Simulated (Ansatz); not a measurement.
# FeB4: from the listed structure to its properties

Aim: for FeB4, relax cell and atoms and see whether it has a gap, which orbitals make up the states near it and how charge is shared.

Method: DFT LDA, scalar-relativistic, plane waves, PAW, in Ansatz 0.2.0.

### Step 1. The structure to begin with

It takes space group Pnnm (No. 58, orthorhombic). The conventional cell has a = 4.579 Å, b = 5.298 Å, c = 2.999 Å, α = 90.00°, β = 90.00°, γ = 90.00°. Around Fe (site symmetry 2/m) lie 12 B at 2.01 to 2.27 Å. B (site symmetry m) is surrounded by 4 B at 1.71 to 1.89 Å and 3 Fe at 2.01 to 2.14 Å. Around B (site symmetry m) lie 5 B at 1.71 to 1.98 Å and 3 Fe at 2.11 to 2.27 Å.

Structure file:

```cif
data_structure
_symmetry_space_group_name_H-M 'Pnnm'
_symmetry_Int_Tables_number 58
_cell_length_a 4.5786
_cell_length_b 5.2981
_cell_length_c 2.9991
_cell_angle_alpha 90.000
_cell_angle_beta 90.000
_cell_angle_gamma 90.000
_cell_volume 72.75
loop_
_atom_site_label
_atom_site_type_symbol
_atom_site_symmetry_multiplicity
_atom_site_Wyckoff_symbol
_atom_site_fract_x
_atom_site_fract_y
_atom_site_fract_z
_atom_site_occupancy
Fe1 Fe 2 a 0.00000 0.00000 0.00000 1
B1 B 4 g 0.24870 0.31230 0.00000 1
B2 B 4 g 0.34110 0.12630 0.50000 1
```

The structure comes from the Crystallography Open Database.

(A quick probe on a coarse mesh, which set the mesh and smearing, is not shown.)

### Step 3. Coarse relaxation

Contents of input.yaml:

```yaml
crystal:
  lattice:
    - [4.5786, 0.0, 0.0]
    - [0.0, 5.2981, 0.0]
    - [0.0, 0.0, 2.9991]
  atoms:
    - { symbol: Fe, position: [0.0, 0.0, 0.0] }
    - { symbol: Fe, position: [0.5, 0.5, 0.5] }
    - { symbol: B, position: [0.2487, 0.3123, 0.0] }
    - { symbol: B, position: [0.7513, 0.6877, 0.0] }
    - { symbol: B, position: [0.7487, 0.1877, 0.5] }
    - { symbol: B, position: [0.2513, 0.8123, 0.5] }
    - { symbol: B, position: [0.3411, 0.1263, 0.5] }
    - { symbol: B, position: [0.6589, 0.8737, 0.5] }
    - { symbol: B, position: [0.8411, 0.3737, 0.0] }
    - { symbol: B, position: [0.1589, 0.6263, 0.0] }
basis:
  ecutwfc: 420
kpoints:
  mp_grid: { grid: [4, 4, 6] }
hamiltonian:
  xc: lda
scf:
  occupations: { method: gaussian, width: 0.1 }
output:
  forces: true
  stress: true
  eigenvalues: true
relax:
  adjacent_minimum: "off"
  f_tol: 0.05
  max_steps: 80
  cell: { stress_tol: 0.5 }
```

Run with:

```bash
> ansatz run input.yaml --threads 2 --pin off --max-ram 5120MiB --backend cpu --events-out ev --progress --plain --runs-dir out
```

Further runs follow: the relaxation; bands, states and charges.

Q: Predict the outcome of this session. Wanted: relaxed cell; volume; formation energy; gap; states at the Fermi level; Bader charges.

**Answer**, as computed:

```
                                                               quantity                                                                      value
                                                           relaxed cell  a = 4.431 Å, b = 5.221 Å, c = 2.965 Å, α = 90.00°, β = 90.00°, γ = 90.00°
                                                   space group (0.01 Å)                                                              Pnnm (No. 58)
                                                                 volume                                                               6.86 Å³/atom
formation energy (elements from runs with the same settings, not shown)                                                              -0.25 eV/atom
                                                                    gap                                                               none (metal)
                                              states at the Fermi level                                                       4.37 per eV per cell
                                                          Bader charges                                               Fe +0.33, B -0.15 to -0.02 e
```

The cell shrank by 5.7 % in volume on relaxing. The shape changed too: the edges of the input's cell moved by -3.2, -1.5, -1.1 %. Bands cross the Fermi level: a metal at this level of theory. Of the projected weight within 0.25 eV of the Fermi level, the largest part is Fe 3d (51 %) and B 2p (45 %). Bader charges reach 0.3 e, so charge transfer in this metal is small. Spin polarisation is off in the runs that give these values; a magnetic solution could lie lower.
